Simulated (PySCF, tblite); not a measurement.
# C₆H₁₇NSi: geometry, infrared bands, NMR shifts and electronic excitations

Wanted: the infrared bands, NMR shifts and electronic excitations of C₆H₁₇NSi (`CC(C)N([SiH3])C(C)C`), by calculation.

The runs use tblite 0.8.0 and PySCF 2.14.0, with density-fitted response routines of our own; the level of theory stands in each step. All values are computed, except where a source is named. Atoms are numbered from 0 throughout.

### 1 Starting geometry

25 atoms, charge 0, multiplicity 1; geometry from: GFN2-xTB.

Bonds of the start (Å): C0–C1 1.53, C1–C2 1.53, C1–N3 1.45, N3–Si4 1.72, N3–C5 1.45, C5–C6 1.53, C5–C7 1.53, C0–H8 1.09, C0–H9 1.09, C0–H10 1.09, C1–H11 1.09, C2–H12 1.09, C2–H13 1.09, C2–H14 1.09, Si4–H15 1.46, Si4–H16 1.46, Si4–H17 1.48, C5–H18 1.10, C6–H19 1.09, C6–H20 1.09, C6–H21 1.09, C7–H22 1.09, C7–H23 1.09, C7–H24 1.09.

### 2 Harmonic vibrations with GFN2-xTB

Job settings and geometry (Å):

```
{"job": {"kind": "ir", "xc": "GFN2-xTB", "basis": "xTB"}, "charge": 0, "multiplicity": 1}
C      2.056373     0.314107    -0.919746
C      0.964446     0.447933     0.144025
C      1.570504     0.369395     1.545762
N     -0.083338    -0.538656    -0.060557
Si     0.110432    -2.198255     0.333373
C     -1.410259    -0.035189    -0.364011
C     -2.014425     0.762421     0.795943
C     -1.439064     0.772626    -1.664652
H      2.563120    -0.641031    -0.819453
H      2.787426     1.112303    -0.812731
H      1.620015     0.369008    -1.913586
H      0.515621     1.440719     0.036588
H      2.102830    -0.568236     1.679043
H      2.267295     1.191426     1.697179
H      0.787656     0.431643     2.297438
H     -0.751670    -2.947333    -0.583840
H      1.508813    -2.576384     0.136342
H     -0.270575    -2.536477     1.717808
H     -2.039603    -0.918431    -0.515614
H     -1.461741     1.682322     0.972729
H     -3.046321     1.021052     0.571239
H     -1.993303     0.164902     1.704412
H     -2.467039     1.010083    -1.927838
H     -0.999443     0.188705    -2.469518
H     -0.888685     1.705492    -1.571199
```

Standard output:

```text
mode    cm-1     km/mol
  1      56.8      0.14
  2      66.6      0.14
  3      96.2      0.74
  4     141.0      1.37
  5     187.7      0.04
  6     201.4      0.13
  7     213.6      0.12
  8     220.1      0.23
  9     227.9      0.02
 10     240.0      0.06
 11     312.1      0.59
 12     330.4      0.04
 13     374.7      0.01
 14     464.4      4.45
 15     477.1      3.32
 16     529.7     11.76
 17     576.1     86.74
 18     618.4     76.42
 19     664.9      2.18
 20     779.0    185.50
 21     813.9    178.19
 22     836.7    424.17
 23     898.1      2.20
 24     923.1      6.01
 25     933.2      3.51
 26     939.5      0.10
 27     966.7      0.04
 28     970.3      0.29
 29    1025.4     26.56
 30    1048.0     21.35
 31    1127.1      4.37
 32    1142.0     22.01
 33    1143.2     18.18
 34    1172.7     14.61
 35    1212.3    130.27
 36    1223.8    128.31
 37    1310.5     12.21
 38    1317.3      2.01
 39    1340.1     19.10
 40    1371.4     31.80
 41    1393.2      0.18
 42    1397.2     15.20
 43    1408.7      4.21
 44    1412.7     15.20
 45    1485.3      0.10
 46    1489.6      0.03
 47    1494.7      1.05
 48    1495.3      2.26
 49    1498.4      0.09
 50    1500.1      2.96
 51    1503.9      0.84
 52    1507.9      3.16
 53    2140.7    396.45
 54    2233.3    341.70
 55    2254.8    274.04
 56    2927.7     38.76
 57    2930.1     44.48
 58    3022.5     11.09
 59    3028.4      3.21
 60    3030.2     63.70
 61    3031.1     17.91
 62    3033.6     90.93
 63    3037.0     15.98
 64    3038.2     31.30
 65    3039.6     65.75
 66    3041.6     18.31
 67    3043.7     13.66
 68    3047.0     40.56
 69    3055.1     47.79
```

The strongest bands and the atoms that carry them (share of the mass-weighted mode):

```
cm⁻¹  km/mol                         atoms
 779   185.5            H15 47 %, H16 46 %
 814   178.2  H17 57 %, H16 20 %, H15 19 %
 837   424.2  H17 30 %, H15 30 %, H16 29 %
1212   130.3     C5 24 %, N3 23 %, C1 12 %
1224   128.3     N3 34 %, C1 20 %, C5 11 %
2141   396.4                      H17 95 %
2233   341.7                      H15 94 %
2255   274.0                      H16 95 %
```

### 3 Optimising the geometry at PBE0-D3(BJ)/def2-SVP

The job, as its differences from that of step 2:

```diff
@@ -1,2 +1,2 @@
-{"job": {"kind": "ir", "xc": "GFN2-xTB", "basis": "xTB"}, "charge": 0, "multiplicity": 1}
+{"job": {"xc": "PBE0", "basis": "def2-SVP", "d3": "d3bj", "grid": 1, "kind": "geom"}, "charge": 0, "multiplicity": 1}
 C      2.056373     0.314107    -0.919746
```

Standard output:

```text
step   0  E = -582.36099733  max force = 0.011486
step   1  E = -582.36483584  max force = 0.002618
step   2  E = -582.36490064  max force = 0.000817
step   3  E = -582.36490693  max force = 0.000358
optimisation converged
```

Run time: 94 s. Hardware: 1 thread, shared host.

Along the way:

```
step  energy from step 0 (eV)  largest force component (eV/Å)
   0                   0.0000                          0.5906
   1                  -0.1045                          0.1346
   2                  -0.1062                          0.0420
   3                  -0.1064                          0.0184
```

Distances of close pairs at the start and the end, largest changes first:

```
   bond  before (Å)  after (Å)  change (Å)
Si4–H16       1.462      1.494      +0.032
Si4–H15       1.465      1.496      +0.031
Si4–H17       1.475      1.504      +0.029
 N3–Si4       1.717      1.736      +0.020
 C2–H12       1.086      1.103      +0.017
  C0–H8       1.086      1.101      +0.015
 C7–H24       1.087      1.102      +0.014
 C6–H19       1.088      1.102      +0.014
```

The next job starts from the end point, and lists it.

```
                         at the end point                value
  point group (found at 0.08 Å tolerance)                   C1
rotational constants (GHz, main isotopes)  1.719, 1.344, 1.119
                        dipole moment (D)                 1.24
```

### 4 NMR shieldings: PBE0/pcSseg-1

Job settings and geometry (Å):

```
{"job": {"kind": "nmr", "xc": "PBE0", "basis": "pcSseg-1"}, "charge": 0, "multiplicity": 1}
C      1.973975     0.333680    -1.043156
C      0.883881     0.423688     0.021428
C      1.465455     0.369781     1.432025
N     -0.162539    -0.577286    -0.186334
Si     0.050131    -2.254852     0.208515
C     -1.508877    -0.096896    -0.487834
C     -2.130355     0.687283     0.667610
C     -1.562922     0.683934    -1.798493
H      2.503540    -0.630025    -0.982353
H      2.719875     1.134686    -0.920102
H      1.538294     0.414896    -2.049315
H      0.404587     1.410925    -0.087568
H      1.988052    -0.585043     1.609958
H      2.196956     1.176691     1.593253
H      0.670795     0.465473     2.186482
H     -0.826089    -3.061090    -0.696379
H      1.478489    -2.646304     0.009787
H     -0.314929    -2.633854     1.617428
H     -2.128019    -1.000478    -0.633194
H     -1.575810     1.618724     0.864742
H     -3.171449     0.966262     0.442779
H     -2.125391     0.088563     1.590744
H     -2.600381     0.950445    -2.052297
H     -1.146083     0.084110    -2.620682
H     -0.989511     1.622357    -1.735587
```

With the program's defaults for keys left out, this is: GIAO PBE0/pcSseg-1 NMR shielding, non-relativistic, gas phase.

Standard output:

```text
coarse grid: 19744 points
cycle   1  E = -582.4804116964  dE =  4.304e-01  |g| = 4.962e-01  |ddm| = 4.176e+00
cycle   2  E = -582.4566871257  dE =  2.372e-02  |g| = 5.940e-01  |ddm| = 1.044e+00
cycle   3  E = -582.5430392938  dE = -8.635e-02  |g| = 9.009e-02  |ddm| = 6.653e-01
cycle   4  E = -582.5445792660  dE = -1.540e-03  |g| = 3.256e-02  |ddm| = 1.113e-01
cycle   5  E = -582.5448092539  dE = -2.300e-04  |g| = 5.463e-03  |ddm| = 3.323e-02
cycle   6  E = -582.5448147821  dE = -5.528e-06  |g| = 1.891e-03  |ddm| = 6.705e-03
final grid: 181496 points
cycle   7  E = -582.5928919606  dE = -5.666e-05  |g| = 1.068e-02  |ddm| = 3.974e-02
cycle   8  E = -582.5928753054  dE =  1.666e-05  |g| = 1.334e-02  |ddm| = 2.318e-02
cycle   9  E = -582.5929215026  dE = -4.620e-05  |g| = 1.256e-03  |ddm| = 1.405e-02
cycle  10  E = -582.5929218227  dE = -3.201e-07  |g| = 3.629e-04  |ddm| = 1.513e-03
cycle  11  E = -582.5929218487  dE = -2.601e-08  |g| = 7.070e-05  |ddm| = 3.345e-04
cycle  12  E = -582.5929218497  dE = -9.911e-10  |g| = 2.418e-05  |ddm| = 8.655e-05
converged SCF energy = -582.5929218497

GIAO shielding tensors (ppm)
atom      isotropic    diamagn.    paramagn.     s11        s22        s33       span
  0 C      159.263     247.110     -87.847    135.177    158.495    184.119     48.942
  1 C      141.186     243.733    -102.547    118.386    142.978    162.192     43.806
  2 C      157.583     248.815     -91.232    139.306    150.378    183.065     43.759
  3 N      215.353     331.353    -116.000    185.758    206.733    253.568     67.810
  4 Si     413.273     882.158    -468.885    360.209    396.553    483.058    122.849
  5 C      131.486     240.735    -109.249    110.348    123.331    160.780     50.432
  6 C      162.763     248.920     -86.157    141.764    161.630    184.896     43.132
  7 C      161.208     248.119     -86.911    138.233    160.549    184.843     46.610
  8 H       29.863      31.331      -1.468     26.015     29.190     34.385      8.370
  9 H       30.427      29.918       0.509     25.955     27.612     37.715     11.760
 10 H       30.309      31.210      -0.901     25.577     29.760     35.590     10.012
 11 H       28.561      34.624      -6.062     24.937     29.827     30.920      5.983
 12 H       30.163      31.731      -1.568     26.618     29.267     34.603      7.985
 13 H       30.202      30.268      -0.066     25.857     27.268     37.481     11.624
 14 H       30.059      31.903      -1.843     25.689     29.267     35.222      9.533
 15 H       26.911      30.708      -3.796     23.209     25.343     32.182      8.973
 16 H       26.414      31.104      -4.690     22.571     25.316     31.354      8.783
 17 H       26.604      30.356      -3.751     22.712     24.406     32.696      9.984
 18 H       28.323      32.827      -4.504     24.186     28.154     32.629      8.443
 19 H       30.032      31.789      -1.756     26.410     30.044     33.643      7.233
 20 H       30.444      29.727       0.717     25.822     27.905     37.605     11.782
 21 H       30.159      31.259      -1.100     26.017     28.475     35.984      9.966
 22 H       30.436      29.314       1.122     25.764     27.937     37.607     11.844
 23 H       30.223      30.722      -0.498     26.237     28.330     36.103      9.866
 24 H       30.025      31.464      -1.438     26.417     30.037     33.621      7.204
```

It took 68 s on 1 thread, shared host.

The references, computed at this level on geometries of the same kind, shield at (ppm): ¹H TMS 31.27, ¹³C TMS 184.4, ²⁹Si TMS 352.0, ¹⁵N NH3 265.7. Their shielding less the atom's gives the shift. The references are single molecules in the gas phase, so shifts against H2O, NH3, PH3, H3PO4 or CFCl3 are not on the usual liquid scales and can be off by tens of ppm. Atoms listed in one row are averaged.

```
                           atoms                        environment  σ (ppm)  δ (ppm)  δ scaled to CDCl3
                          C1, C5                 sp3 CH bonded to N    136.3     48.1               46.2
                  C0, C2, C6, C7                      methyl carbon    160.2     24.2               23.0
                   H15, H16, H17  hydrogen on a silicon bonded to N    26.64     4.62                  –
                        H11, H18  hydrogen on an sp3 CH bonded to N    28.44     2.82               2.89
H8, H9, H10, H12, H13 and 7 more        hydrogen on a methyl carbon    30.20     1.07               1.23
                              N3         nitrogen bonded to 2 C, Si    215.4     50.3                  –
                             Si4           silicon bonded to N, 3 H    413.3    -61.3                  –
```

The scaled column applies a straight-line fit of computed shieldings to shifts measured in CDCl3 (root-mean-square error 0.21 ppm for H, 2.0 ppm for C).

Charges from the same density, by scheme (e):

```
         atoms  Mulliken    IAO  Hirshfeld  ESP fit
C0, C2, C6, C7     -0.21  -0.42      -0.12    -0.62
        C1, C5     -0.15   0.01       0.03     0.64
            N3     -0.75  -0.52      -0.17    -0.61
           Si4      0.59   0.69       0.33     0.41
```

Mayer bond orders: C0–C1 1.04, C1–C2 1.05, C1–N3 0.86, N3–Si4 0.96, N3–C5 0.95, C5–C6 1.03, C5–C7 1.03.

### 5 Ultraviolet spectrum: PBE0/def2-SVPD

The job, as its differences from that of step 4:

```diff
@@ -1,2 +1,2 @@
-{"job": {"kind": "nmr", "xc": "PBE0", "basis": "pcSseg-1"}, "charge": 0, "multiplicity": 1}
+{"job": {"kind": "uv", "xc": "PBE0", "basis": "def2-SVPD", "ip": true}, "charge": 0, "multiplicity": 1}
 C      1.973975     0.333680    -1.043156
```

With the program's defaults for keys left out, this is: TDDFT PBE0/def2-SVPD, vertical, gas phase, core orbitals frozen in the response.

Standard output:

```text
coarse grid: 19744 points
cycle   1  E = -582.2218155944  dE =  3.600e-01  |g| = 4.765e-01  |ddm| = 8.103e+00
cycle   2  E = -582.1980727314  dE =  2.374e-02  |g| = 5.752e-01  |ddm| = 1.898e+00
cycle   3  E = -582.2809956869  dE = -8.292e-02  |g| = 9.248e-02  |ddm| = 1.075e+00
cycle   4  E = -582.2827039990  dE = -1.708e-03  |g| = 3.367e-02  |ddm| = 2.008e-01
cycle   5  E = -582.2829609038  dE = -2.569e-04  |g| = 5.280e-03  |ddm| = 6.945e-02
cycle   6  E = -582.2829667752  dE = -5.871e-06  |g| = 1.859e-03  |ddm| = 1.771e-02
final grid: 181496 points
cycle   7  E = -582.3603920189  dE = -7.509e-05  |g| = 1.022e-02  |ddm| = 2.796e-01
cycle   8  E = -582.3603761416  dE =  1.588e-05  |g| = 1.278e-02  |ddm| = 4.671e-02
cycle   9  E = -582.3604193969  dE = -4.326e-05  |g| = 1.351e-03  |ddm| = 2.453e-02
cycle  10  E = -582.3604197941  dE = -3.971e-07  |g| = 3.884e-04  |ddm| = 2.858e-03
cycle  11  E = -582.3604198253  dE = -3.125e-08  |g| = 8.414e-05  |ddm| = 9.181e-04
cycle  12  E = -582.3604198268  dE = -1.514e-09  |g| = 2.816e-05  |ddm| = 2.832e-04
cycle  13  E = -582.3604198270  dE = -1.860e-10  |g| = 3.252e-06  |ddm| = 7.581e-05
converged SCF energy = -582.3604198270

Static polarisability (au): isotropic 109.496, principal 103.579 110.092 114.816

Singlet excitations
state   eV       nm        f      main configurations
  1   5.5304    224.2   0.00618   H->L 0.87, H->L+1 0.10
  2   5.9014    210.1   0.00330   H->L+1 0.78, H->L 0.12, H->L+2 0.09
  3   6.1402    201.9   0.00822   H->L+2 0.78, H->L+1 0.09
  4   6.3949    193.9   0.00314   H->L+3 0.55, H->L+5 0.24, H->L+2 0.08
  5   6.5451    189.4   0.00046   H->L+4 0.46, H->L+3 0.33, H->L+5 0.16
  6   6.6106    187.6   0.00534   H->L+5 0.47, H->L+4 0.28, H->L+6 0.14
  7   6.7086    184.8   0.03097   H->L+6 0.80, H->L+4 0.17
  8   7.2299    171.5   0.02906   H->L+7 0.96
  9   7.5379    164.5   0.02733   H->L+8 0.94
 10   7.6024    163.1   0.03188   H->L+9 0.93

Triplet excitations (Tamm-Dancoff, eV): 5.3863 5.6793 6.0338 6.2815
Vertical ionisation energy (delta-SCF) = 7.8246 eV
```

Wall time 4.1 min (1 thread, shared host).

Frontier orbitals and where they lie:

```
orbital     eV                         atoms
 HOMO−3  -9.43    Si4 28 %, H15 24 %, N3 8 %
 HOMO−2  -9.26   Si4 18 %, H17 12 %, C5 11 %
 HOMO−1  -8.72    N3 11 %, Si4 11 %, C1 10 %
   HOMO  -6.18      N3 53 %, Si4 8 %, C5 6 %
   LUMO   0.48      Si4 16 %, C6 8 %, C7 8 %
 LUMO+1   0.88  Si4 41 %, H17 14 %, H15 12 %
 LUMO+2   1.07   Si4 22 %, H11 10 %, H24 8 %
```

With each of the 10 states as a Gaussian band of 0.4 eV half-width at 1/e, the curve within the window shown has maxima at 166 nm (ε 3,100) L/(mol cm). Beyond the last state computed it falls off for lack of states. The curve at chosen wavelengths:

```
 nm  ε (L/mol/cm)
157          1288
161          2423
165          3060
168          3006
172          2528
176          2085
180          1907
183          1867
187          1749
191          1488
195          1174
198           968
202           765
206           629
210           536
213           484
217           429
221           382
225           332
228           289
232           229
236           169
240           116
243            83
247            51
251            29
```

Ground-state properties from the same run:

```
           property  computed
  dipole moment (D)      1.23
polarisability (Å³)     16.23
 HOMO–LUMO gap (eV)      6.66
      −ε(HOMO) (eV)      6.18
```

### 6 What came out

| quantity | value |
| --- | --- |
| strongest single infrared mode (GFN2-xTB) | 837 cm⁻¹, 424 km/mol |
| zero-point energy (GFN2-xTB) | 135.8 kcal/mol |
| point group | C1 |
| rotational constants (main isotopes) | 1.72, 1.34, 1.12 GHz |
| ¹³C shifts against TMS (PBE0/pcSseg-1, means over atoms taken as alike) | 48.1, 24.2 ppm |
| ¹H shifts against TMS (PBE0/pcSseg-1, means over atoms taken as alike) | 4.62, 2.82, 1.07 ppm |
| ¹⁵N shifts against NH3 (PBE0/pcSseg-1) | 50.3 ppm |
| ²⁹Si shifts against TMS (PBE0/pcSseg-1) | -61.3 ppm |
| lowest singlet (PBE0/def2-SVPD) | 5.53 eV (224 nm), f = 0.006 |
| brightest single state of those computed | state 10, 7.60 eV, f = 0.032 |
| lowest triplet | 5.39 eV |
| vertical ionisation energy (ΔSCF) | 7.82 eV |

What this shows: No mode is imaginary among the 69: a minimum at this level. The strongest single mode, at 837 cm⁻¹, has its largest shares on H17, H15 and H16 (the list is cut at 3 atoms). GFN2-xTB is a fitted tight-binding method: band positions and strengths are rough. Its intensities can rank the bands wrongly. Relaxing lowered the energy by 0.106 eV in 3 steps; the close pair that moved most is Si4–H16, from 1.462 to 1.494 Å. The most deshielded carbon is C1, C5 (mean) (sp3 CH bonded to N), at 48.1 ppm: pulled downfield by the heteroatom. At PBE0/pcSseg-1: Shielding is most anisotropic at Si4 (span 123 ppm, paramagnetic term -469 ppm). The first singlet state (HOMO→LUMO 0.87, HOMO→LUMO+1 0.10) lies at 5.53 eV and is weak; of the 10 states computed, the strongest absorption comes from state 10 at 7.60 eV (the last computed, so partners may be missing). The lowest triplet lies 0.14 eV below the lowest singlet (triplets in Tamm-Dancoff, singlets in full TDDFT). At PBE0/def2-SVPD, the highest states lie near or above the ionisation energy, where they hang on the basis. ΔSCF puts the ionisation energy at 7.82 eV, 1.64 eV above −ε(HOMO).
